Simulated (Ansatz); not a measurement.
# CH9GePSi: a ladder of functionals and wavefunction methods

One table from this session's results is given with a row withheld; the runs are named, their logs left out.

Computed with Ansatz 0.2.0, Gaussian basis. Level: functionals in def2-TZVPP, the program's frozen cores in correlated methods.

Levels to be run: PBE-D4, r2SCAN-D4, PBE0-D4, B3LYP-D4, ωB97X-V, ωB97M-V, B2PLYP; CCSD(T)/def2-TZVPP; MP2/def2-QZVPP; extrapolation to the limit.

## The relaxed structure

The geometry comes from an earlier relaxation with PBE0-D4 in a triple-zeta def2 set; it is a stationary point, not always the lowest conformer.

SMILES `[SiH3][CH2][GeH2][PH2]`, 13 atoms, charge 0, spin multiplicity 1.

Atoms are counted from 1 here; the program's logs count them from 0.

Bond lengths: Si1–C2 1.870 Å, Si1–H5 1.488 Å, Si1–H6 1.489 Å, Si1–H7 1.488 Å, C2–Ge3 1.961 Å, C2–H8 1.094 Å, C2–H9 1.094 Å, Ge3–P4 2.324 Å, Ge3–H10 1.541 Å, Ge3–H11 1.541 Å, P4–H12 1.421 Å, P4–H13 1.421 Å. Angles: C2–Si1–H5 110.1°, C2–Si1–H6 111.4°, C2–Si1–H7 110.1°, H5–Si1–H6 108.4°, H5–Si1–H7 108.4°, H6–Si1–H7 108.4°, Si1–C2–Ge3 113.7°, Si1–C2–H8 109.8°, Si1–C2–H9 109.9°, Ge3–C2–H8 107.9°, Ge3–C2–H9 108.0°, H8–C2–H9 107.4°, C2–Ge3–P4 113.6°, C2–Ge3–H10 109.7°, C2–Ge3–H11 109.7°, P4–Ge3–H10 107.6°, P4–Ge3–H11 107.6°, H10–Ge3–H11 108.5° and more.

The first run:

in.yaml reads:

```yaml
crystal:
  periodic: [false, false, false]
  atoms:
    - {symbol: Si, position_ang: [-1.305310, 1.551155, -0.828479]}
    - {symbol: C, position_ang: [-0.531417, 0.353683, 0.381364]}
    - {symbol: Ge, position_ang: [0.915280, -0.721265, -0.390969]}
    - {symbol: P, position_ang: [1.884265, -2.200336, 1.116944]}
    - {symbol: H, position_ang: [-1.876489, 0.811278, -1.985855]}
    - {symbol: H, position_ang: [-2.395100, 2.339237, -0.190257]}
    - {symbol: H, position_ang: [-0.277611, 2.498109, -1.338642]}
    - {symbol: H, position_ang: [-0.125007, 0.901002, 1.236495]}
    - {symbol: H, position_ang: [-1.292955, -0.331361, 0.764415]}
    - {symbol: H, position_ang: [2.029215, 0.206359, -0.913549]}
    - {symbol: H, position_ang: [0.373343, -1.549512, -1.571929]}
    - {symbol: H, position_ang: [0.630841, -2.671782, 1.593371]}
    - {symbol: H, position_ang: [1.991446, -1.221267, 2.141789]}
basis:
  gaussian: {orbitals: def2-TZVPP}
hamiltonian: {xc: pbe, dispersion: d4}
output: {forces: true, orbitals: {seedname: orbitals}}
```

The run is started by

```
$ ansatz run in.yaml --threads 4 --pin off --events-out ev --progress --plain --max-ram 10444MiB
```

Steps of the session up to this table: PBE-D4 (GGA); r2SCAN-D4 (meta-GGA); PBE0-D4 (hybrid); B3LYP-D4 (hybrid); ωB97X-V (range-separated); ωB97M-V (range-separated); B2PLYP (double hybrid); CCSD(T) in def2-TZVPP; MP2 in def2-QZVPP.

One table of the session follows, with a row left open; its other results are not shown here.

```
            method  atomisation energy (kJ/mol)
            PBE-D4                       3933.9
         r2SCAN-D4                       3949.7
           PBE0-D4                            ?
          B3LYP-D4                       3950.7
           ωB97X-V                       3991.4
           ωB97M-V                       3957.2
            B2PLYP                       3892.7
     HF/def2-TZVPP                       2930.9
    MP2/def2-TZVPP                       3831.0
   CCSD/def2-TZVPP                       3828.3
CCSD(T)/def2-TZVPP                       3870.1
           MP2/CBS                       3919.9
       CCSD(T)/CBS                       3958.9
```

**Question.** Estimate the row for PBE0-D4.

**Answer.** atomisation energy (kJ/mol): 3918.9. In the column «atomisation energy (kJ/mol)» it lies between B2PLYP (3892.7) and MP2/CBS (3919.9).
